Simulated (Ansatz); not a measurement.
# GeNH4Cl (SMILES [NH2][GeH2][Cl]) at CAM-B3LYP/cc-pVDZ

What is the electronic atomisation energy of GeNH4Cl at CAM-B3LYP/cc-pVDZ? 

The results are computed with Ansatz 0.2.0.

68 further runs of the same task are left out: 68 set aside as unsound or not needed.

### Step 1. The system as given

GeNH4Cl has 7 atoms, charge 0, and is taken as a singlet. As SMILES, `[NH2][GeH2][Cl]`. The shape is that of a PBE0-D4/def2-TZVP optimisation. This is one conformer, not always the lowest.

Bond lengths: N1–Ge2 1.818 Å, Ge2–Cl3 2.176 Å, N1–H4 1.010 Å, N1–H5 1.010 Å, Ge2–H6 1.530 Å, Ge2–H7 1.530 Å. Angles: N1–Ge2–Cl3 112.8°, N1–Ge2–H6 108.7°, N1–Ge2–H7 108.7°, Cl3–Ge2–H6 105.8°, Cl3–Ge2–H7 105.8°, Ge2–N1–H4 115.0°, Ge2–N1–H5 115.0°, H6–Ge2–H7 115.1°, H4–N1–H5 109.1°.

### Step 2. The energy at CAM-B3LYP/cc-pVDZ

File run.yaml:

```yaml
crystal:
  periodic: [false, false, false]
  atoms:
    - {symbol: "N", position_ang: [-0.792900, 0.515500, -0.722700]}
    - {symbol: Ge, position_ang: [0.579900, 0.003300, 0.353200]}
    - {symbol: Cl, position_ang: [0.394500, -2.054600, 1.034500]}
    - {symbol: H, position_ang: [-1.700900, 0.526800, -0.279600]}
    - {symbol: H, position_ang: [-0.858900, 0.014700, -1.597700]}
    - {symbol: H, position_ang: [0.559300, 0.864900, 1.617200]}
    - {symbol: H, position_ang: [1.880200, 0.061300, -0.450600]}
basis:
  gaussian: {orbitals: cc-pVDZ}
hamiltonian: {xc: {name: CAM-B3LYP}}
accuracy: high
magnetization: {spin_polarized: false, initial_magnetization: 0}
output: {orbitals: {seedname: orbitals}}
```

The run is started by

```
ansatz run run.yaml --threads 1 --pin off --max-ram 3480MiB --events-out events.jsonl --progress --plain --runs-dir runs
```

The program printed:

```text
Warning: RAYON_NUM_THREADS=1 ignored (pool sized by the plan → 1); use --threads N
Functional definition: CAM-B3LYP
  name "CAM-B3LYP"
  parameter alpha = 0.19
  parameter beta = 0.46
  parameter omega = 0.33/bohr
  parameter ac = 0.81
  exchange = (1 - alpha - beta)*b88_x + beta*b88_x_sr(omega) + alpha*exact_x + beta*exact_x_lr(omega)
  correlation = (1 - ac)*vwn5_c + ac*lyp_c
1818 factors; integrals over basis functions are off by at most 4.5e-9 eV
357 factors; integrals over basis functions are off by at most 2.4e-9 eV
mean field evaluation 1: about -70595.2203 eV, gradient 4.7e1 eV
mean field evaluation 2: about -70592.6894 eV, gradient 5.6e1 eV
mean field evaluation 4: about -70599.5299 eV, gradient 1.5e0 eV
mean field evaluation 8: about -70599.6269 eV, gradient 1.1e-1 eV
mean field evaluation 16: about -70599.6269 eV, gradient 7.9e-6 eV
mean field -70599.62688474 eV, -2594.4884338683 hartree, gradient 8.3e-8 eV, S^2 0.000000; 0 other end points of the search recorded, 0 dependent functions left out
reference -70599.62690307 eV, -2594.4884345418 hartree; 30, 30 occupied and 49, 49 virtual orbitals, 1818 factors
Total energy: -70599.62690307 eV, -2594.4884345418 hartree
```

It took 8.7 s on 1 thread of Arm Neoverse V1, shared host; peak memory 0.31 GiB.

### Step 3. The Cl atom, same level

File job.yaml:

```yaml
crystal:
  periodic: [false, false, false]
  atoms:
    - {symbol: Cl, position_ang: [0.000000, 0.000000, 0.000000]}
basis:
  gaussian: {orbitals: cc-pVDZ}
magnetization: {spin_polarized: true, initial_magnetization: 1}
hamiltonian: {xc: {name: CAM-B3LYP}}
accuracy: high
```

Run the same way, it converges to -460.15734 Eh (log not shown).

### Step 4. The Ge atom, same level

File molecule.yaml:

```yaml
crystal:
  periodic: [false, false, false]
  atoms:
    - symbol: Ge
      position_ang: [0.000000, 0.000000, 0.000000]
basis:
  gaussian:
    orbitals: cc-pVDZ
magnetization:
  spin_polarized: true
  initial_magnetization: 2
hamiltonian:
  xc: {name: CAM-B3LYP}
accuracy: high
```

The run is started by

```
ansatz run molecule.yaml --threads 1 --pin off --max-ram 3480MiB --events-out events.jsonl --progress --plain --runs-dir runs
```

The program printed:

```text
Warning: RAYON_NUM_THREADS=1 ignored (pool sized by the plan → 1); use --threads N
[... 8 set-up lines as earlier in the session ...]
260 factors; integrals over basis functions are off by at most 4.5e-9 eV
85 factors; integrals over basis functions are off by at most 8.6e-10 eV
mean field evaluation 1: about -56518.2761 eV, gradient 1.9e0 eV
mean field evaluation 2: about -56518.3130 eV, gradient 4.3e-1 eV
mean field evaluation 4: about -56518.3219 eV, gradient 1.1e-1 eV
mean field evaluation 8: about -56518.3219 eV, gradient 4.2e-5 eV
mean field -56518.32194457 eV, -2077.0100219683 hartree, gradient 7.2e-8 eV, S^2 2.002504; 0 other end points of the search recorded, 0 dependent functions left out
reference -56518.32195486 eV, -2077.0100223467 hartree; 17, 15 occupied and 10, 12 virtual orbitals, 260 factors
Total energy: -56518.32195486 eV, -2077.0100223467 hartree
```

Run time: 1.4 s. Hardware: 1 thread of Arm Neoverse V1, shared host; peak memory 0.094 GiB.

### Step 5. The H atom

File input.yaml:

```yaml
crystal:
  periodic: [false, false, false]
  atoms:
    - {symbol: H, position_ang: [0.000000, 0.000000, 0.000000]}
basis:
  gaussian: {orbitals: cc-pVDZ}
accuracy: high
magnetization: {spin_polarized: true, initial_magnetization: 1}
hamiltonian: {xc: {name: CAM-B3LYP}}
```

Run the same way, it converges to -0.49789 Eh (log not shown).

### Step 6. The N atom, same level

File input.yaml:

```yaml
crystal:
  periodic: [false, false, false]
  atoms:
    - {symbol: N, position_ang: [0.000000, 0.000000, 0.000000]}
basis:
  gaussian:
    orbitals: cc-pVDZ
magnetization:
  spin_polarized: true
  initial_magnetization: 3
hamiltonian:
  xc: {name: CAM-B3LYP}
accuracy: high
```

Run the same way, it converges to -54.56746 Eh (log not shown).

### Step 7. Outcome

Level: CAM-B3LYP/cc-pVDZ.

| quantity | value |
| --- | --- |
| molecule: total energy | -2594.48843 Eh |
| molecule: HOMO energy | -9.08 eV |
| molecule: LUMO energy | 1.62 eV |
| molecule: HOMO–LUMO gap | 10.70 eV |
| Cl atom: total energy | -460.15734 Eh |
| Cl atom: ⟨S²⟩ | 0.752 |
| Ge atom: total energy | -2077.01002 Eh |
| Ge atom: ⟨S²⟩ | 2.003 |
| H atom: total energy | -0.49789 Eh |
| H atom: ⟨S²⟩ | 0.750 |
| N atom: total energy | -54.56746 Eh |
| N atom: ⟨S²⟩ | 3.752 |
| electronic atomisation energy | 20.736 eV |

Taking the molecule apart into free atoms costs 20.74 eV (2001 kJ/mol), before zero-point energy and without spin-orbit coupling.
